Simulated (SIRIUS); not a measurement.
Runs of SIRIUS 7.12.0 on HfB. It takes space group Fm-3m (No. 225, cubic). The conventional cell has a = 4.620 Å, b = 4.620 Å, c = 4.620 Å, α = 90.00°, β = 90.00°, γ = 90.00°. Hf (site symmetry m-3m) is surrounded by 6 B at 2.31 Å. B (site symmetry m-3m) is surrounded by 6 Hf at 2.31 Å. 

```tsv
task	level	potentials or basis	cell	cutoff (eV)	libxc names	radial cutoff for the potentials' integrals	optimizer	fmax	max steps	gap on the mesh (eV)	pressure (GPa)	relaxed volume (Å³/atom)
relaxation of cell and atoms	revPBE+D3	PseudoDojo 0.4.1 PBE standard (scalar relativistic)	relaxed	1054	["XC_GGA_X_PBE_R", "XC_GGA_C_PBE"]	6.5 bohr	BFGS	0.02 eV/Å	30	none	0.1	(a)
relaxation of cell and atoms	revPBE	PseudoDojo 0.4.1 PBE standard (scalar relativistic)	relaxed	1054	["XC_GGA_X_PBE_R", "XC_GGA_C_PBE"]	6.5 bohr	BFGS	0.02 eV/Å	30	none	0.2	14.32
relaxation of cell and atoms	revPBE+D3(BJ)	PseudoDojo 0.4.1 PBE standard (scalar relativistic)	relaxed	1054	["XC_GGA_X_PBE_R", "XC_GGA_C_PBE"]	6.5 bohr	BFGS	0.02 eV/Å	30	none	0.1	13.69
relaxation of cell and atoms	revPBE+D4	PseudoDojo 0.4.1 PBE standard (scalar relativistic)	relaxed	1054	["XC_GGA_X_PBE_R", "XC_GGA_C_PBE"]	6.5 bohr	BFGS	0.02 eV/Å	30	none	0.1	13.78
```

Alike in all rows: no spin polarisation; k mesh 7 × 7 × 7; smearing fermi-dirac 0.05 eV.

**Question.** Estimate the missing entries.

**Answer.** (a) 13.81.

Caveats: the potentials were made for another functional, which shifts forces and pressure; pairwise dispersion overbinds metals, which lowers pressure and volume (some runs); the volume moved by over 15 % at a fixed basis, so the end points are rough (some runs).

A k mesh can miss the band edges, and the runs leave out spin-orbit coupling on Hf.

A gap of «none» marks a metal or a gap under the smearing width.
